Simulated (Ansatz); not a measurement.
# ClH₂InO₂: one species, many methods

Aim: compute ClH₂InO₂ with functionals from several rungs and with coupled cluster, and see how far each lands from CCSD(T) at the basis-set limit for the atomisation energy.

The runs use Ansatz 0.2.0, Gaussian basis; functionals in def2-TZVPP, the program's frozen cores in correlated methods.

The runs, in order: PBE-D4, r2SCAN-D4, PBE0-D4, B3LYP-D4, ωB97X-V, ωB97M-V, B2PLYP; CCSD(T)/def2-TZVPP; CCSD(T)/def2-QZVPP; extrapolation to the limit.

### 1 The geometry

The geometry comes from an earlier relaxation with PBE0-D4 in a triple-zeta def2 set; it is a stationary point. In takes the def2 core potential; no spin-orbit term is included.

SMILES `[OH][In]([OH])[Cl]`, 6 atoms, charge 0, spin multiplicity 1.

Atoms are counted from 1 here; the program's logs count them from 0.

Bond lengths: O1–In2 1.962 Å, O1–H5 0.962 Å, In2–O3 1.971 Å, In2–Cl4 2.305 Å, O3–H6 0.961 Å. Angles: In2–O1–H5 111.6°, O1–In2–O3 119.6°, O1–In2–Cl4 120.0°, O3–In2–Cl4 120.4°, In2–O3–H6 112.4°.

### 2 PBE-D4 (GGA)

File in.yaml:

```yaml
crystal:
  periodic: [false, false, false]
  atoms:
    - {symbol: O, position_ang: [-1.447643, 1.304938, -0.197316]}
    - {symbol: In, position_ang: [0.055497, 0.054510, -0.361065]}
    - {symbol: O, position_ang: [0.678207, -0.931678, 1.227204]}
    - {symbol: Cl, position_ang: [1.080328, -0.252614, -2.402579]}
    - {symbol: H, position_ang: [-1.782856, 1.339474, 0.703262]}
    - {symbol: H, position_ang: [1.416478, -1.514630, 1.030494]}
basis:
  gaussian: {orbitals: def2-TZVPP}
hamiltonian: {xc: pbe, dispersion: d4}
output: {forces: true, orbitals: {seedname: orbitals}}
```

On the command line:

```sh
ansatz run in.yaml --threads 2 --pin off --events-out ev --progress --plain --max-ram 32768MiB --backend cpu
```

Further steps of the session: r2SCAN-D4 (meta-GGA); PBE0-D4 (hybrid); B3LYP-D4 (hybrid); ωB97X-V (range-separated); ωB97M-V (range-separated); B2PLYP (double hybrid); CCSD(T) in def2-TZVPP; CCSD(T) in def2-QZVPP.

**Question.** What will the summary of the whole plan be? Wanted: atomisation energy, CCSD(T)/CBS; farthest; mean size of error, hybrid; mean size of error, range-separated; gap, smallest and largest; T1 diagnostic; triples share of the correlation energy.

The runs gave:

| quantity | value |
| --- | --- |
| atomisation energy, CCSD(T)/CBS | 452.6 kcal/mol |
| functionals within 4.5 kcal/mol (1.0 %) | PBE-D4 |
| farthest | B3LYP-D4 (-17.4 kcal/mol) |
| mean size of error, hybrid | 16.5 kcal/mol |
| mean size of error, range-separated | 6.1 kcal/mol |
| gap, smallest and largest | 4.13 eV (PBE-D4), 11.27 eV (ωB97X-V) |
| T1 diagnostic | 0.0160 |
| triples share of the correlation energy | 3.6 % |

What this shows: PBE-D4 is off by +1.8 kcal/mol. Double hybrids carry the basis error of their MP2 part in triple zeta, and no dispersion term here, so their miss is partly the set-up's. The reference freezes the cores and leaves out spin-orbit coupling and excitations past (T), and its outer-core shells are covered unevenly, so misses under about 4.5 kcal/mol can't be ranked. All levels share the lack of spin-orbit coupling, which lowers the free heavy atoms and so the true binding. Hartree-Fock recovers 63 % of the binding; the rest is correlation. The gap grows from 4.1 to 11.3 eV across the functionals, mostly with the share of exact exchange. Correlated methods include outer-core shells of In, which these sets cover unevenly.
